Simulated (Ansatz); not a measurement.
# H4InO2Si radical: from a rough start to a minimum

Aim: relax H4InO2Si radical from a cheap starting geometry, check the end point by its vibrations and derive ideal-gas thermochemistry.

Program: Ansatz 0.2.0, Gaussian basis. Level of theory: UKS PBE0-D4/def2-TZVP. These are calculated values, not measurements.

Plan: relaxation at PBE0-D4/def2-TZVP; harmonic vibrations at the same level.

2 further runs of the same task are left out: 1 for a known fault of the program, 1 set aside as unsound or not needed.

### Step 1. Starting geometry

SMILES `[OH][In][O][SiH3]`, 8 atoms, charge 0, spin multiplicity 2.

Atoms are counted from 1 here; the program's logs count them from 0.

Bond lengths: O1–In2 2.054 Å, O1–H5 0.957 Å, In2–O3 2.164 Å, O3–Si4 1.585 Å, Si4–H6 1.469 Å, Si4–H7 1.481 Å, Si4–H8 1.472 Å. Angles: In2–O1–H5 109.4°, O1–In2–O3 103.2°, In2–O3–Si4 149.5°, O3–Si4–H6 112.9°, O3–Si4–H7 101.3°, O3–Si4–H8 112.4°, H6–Si4–H7 110.9°, H6–Si4–H8 110.3°, H7–Si4–H8 108.6°.

The start is a GFN2-xTB geometry. In takes the def2 core potential; no spin-orbit term is included.

### Step 2. Optimising with PBE0-D4/def2-TZVP

Contents of in.yaml:

```yaml
crystal:
  periodic: [false, false, false]
  atoms:
    - {symbol: O, position_ang: [-1.396450, 2.779470, -0.958820]}
    - {symbol: In, position_ang: [-1.965270, 0.953700, -0.208580]}
    - {symbol: O, position_ang: [-0.078400, -0.027500, 0.191240]}
    - {symbol: Si, position_ang: [0.745390, -1.363270, 0.416430]}
    - {symbol: H, position_ang: [-0.441090, 2.832040, -0.978990]}
    - {symbol: H, position_ang: [0.851180, -2.180340, -0.799700]}
    - {symbol: H, position_ang: [2.068960, -0.825780, 0.808710]}
    - {symbol: H, position_ang: [0.215680, -2.168320, 1.529710]}
basis:
  gaussian: {orbitals: def2-TZVP}
magnetization: {spin_polarized: true, initial_magnetization: 1}
hamiltonian: {xc: pbe0, dispersion: d4}
relax: {f_tol: 0.005, max_steps: 150}
```

Started as:

```sh
$ ansatz run in.yaml --threads 4 --pin off --events-out ev --progress --plain --max-ram 10444MiB
```

Further steps of the session: Harmonic vibrations.

**Question.** What will the summary of the whole plan be? Wanted: point group; shift from the start; total energy; dispersion term; dipole moment; lowest, highest wavenumber.

**Answer**, as computed:

```
                  quantity           value
               point group              C1
                     steps              12
shift from the start (rms)         0.274 Å
              total energy  -17206.3837 eV
           dispersion term        -138 meV
             dipole moment          1.28 D
lowest, highest wavenumber   11, 3835 cm⁻¹
```

The relaxed geometry lies 0.27 Å (rms) from the start; the bond that changed most is In2–O3, from 2.164 to 2.006 Å. No mode is imaginary: a true minimum at this level. The stiffest mode, 3835 cm⁻¹, is an O–H stretch. Harmonic hybrid wavenumbers usually lie a few per cent above measured fundamentals. The largest Mulliken charge, +0.73 e, sits on In2.
